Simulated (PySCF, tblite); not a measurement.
# C6H9ClO: geometry, infrared bands and NMR shifts

What infrared bands and NMR shifts should C6H9ClO (`CC(C)/C=C\C(=O)Cl`) show?

Computed with tblite 0.8.0 and PySCF 2.14.0, with density-fitted response routines of our own, on a single molecule in the gas phase. Atoms are numbered from 0 throughout.

## 1. The starting structure

17 atoms, charge 0, multiplicity 1; geometry from: force field or distance geometry start.

Bonds of the start (Å): C0–C1 1.52, C1–C2 1.53, C1–C3 1.51, C3–C4 1.34, C4–C5 1.50, C5–O6 1.23, C5–Cl7 1.76, C0–H8 1.10, C0–H9 1.10, C0–H10 1.09, C1–H11 1.08, C2–H12 1.09, C2–H13 1.10, C2–H14 1.09, C3–H15 1.10, C4–H16 1.08.

## 2. Geometry optimisation with GFN2-xTB

The job: settings as JSON, then the geometry in Å.

```
{"job": {"kind": "relax", "xc": "GFN2-xTB", "basis": "xTB"}, "charge": 0, "multiplicity": 1}
C     -1.593100    -0.496500    -1.116200
C     -0.599700     0.194200    -0.196400
C     -1.296900     0.772700     1.035200
C      0.455900    -0.794000     0.245600
C      1.792600    -0.667000     0.267900
C      2.594100     0.537500    -0.134400
O      2.056600     1.612100    -0.385300
Cl     4.340900     0.299200    -0.169900
H     -2.121500    -1.316000    -0.609400
H     -2.358800     0.221300    -1.458100
H     -1.104900    -0.908400    -2.000400
H     -0.156200     1.008400    -0.753300
H     -0.602500     1.296600     1.696900
H     -2.062800     1.500900     0.721200
H     -1.806700     0.007000     1.624200
H      0.060300    -1.753500     0.622200
H      2.395700    -1.502500     0.600300
```

Command:

```sh
> OMP_NUM_THREADS=1 python probes_run.py task.json out
```

One launch serves the whole session: the jobs run in the order shown.

**Question.** This job is followed by: GFN2-xTB harmonic vibrations, gas phase; GIAO PBE0/pcSseg-1 NMR shielding, non-relativistic, gas phase. Predict these results of the whole session: strongest single infrared mode (GFN2-xTB); zero-point energy (GFN2-xTB); ¹³C shifts against TMS (PBE0/pcSseg-1, means over atoms taken as alike); ¹H shifts against TMS (PBE0/pcSseg-1, means over atoms taken as alike); ¹⁷O shifts against H2O (PBE0/pcSseg-1); ³⁵Cl shifts against HCl (PBE0/pcSseg-1).

As calculated:

| quantity | value |
| --- | --- |
| strongest single infrared mode (GFN2-xTB) | 1798 cm⁻¹, 284 km/mol |
| zero-point energy (GFN2-xTB) | 84.8 kcal/mol |
| ¹³C shifts against TMS (PBE0/pcSseg-1, means over atoms taken as alike) | 176.7, 174.6, 129.1, 33.0, 23.7 ppm |
| ¹H shifts against TMS (PBE0/pcSseg-1, means over atoms taken as alike) | 6.58, 6.17, 4.00, 1.04 ppm |
| ¹⁷O shifts against H2O (PBE0/pcSseg-1) | 566.5 ppm |
| ³⁵Cl shifts against HCl (PBE0/pcSseg-1) | 506 ppm |

Relaxing lowered the energy by 0.211 eV in 35 steps; the close pair that moved most is C4–C5, from 1.502 to 1.450 Å. The lowest mode is slightly imaginary (10i cm⁻¹), a soft motion within the noise of the Hessian, so the minimum is not strictly shown. The strongest single mode, at 1798 cm⁻¹, moves mainly C5 and O6. GFN2-xTB is a fitted tight-binding method: band positions and strengths are rough. Its intensities can rank the bands wrongly. The most deshielded hydrogen is H15 (hydrogen on a β carbon of a C=C–C=O unit), at 6.58 ppm: attached to an sp2 carbon and in the plane of the double bond.
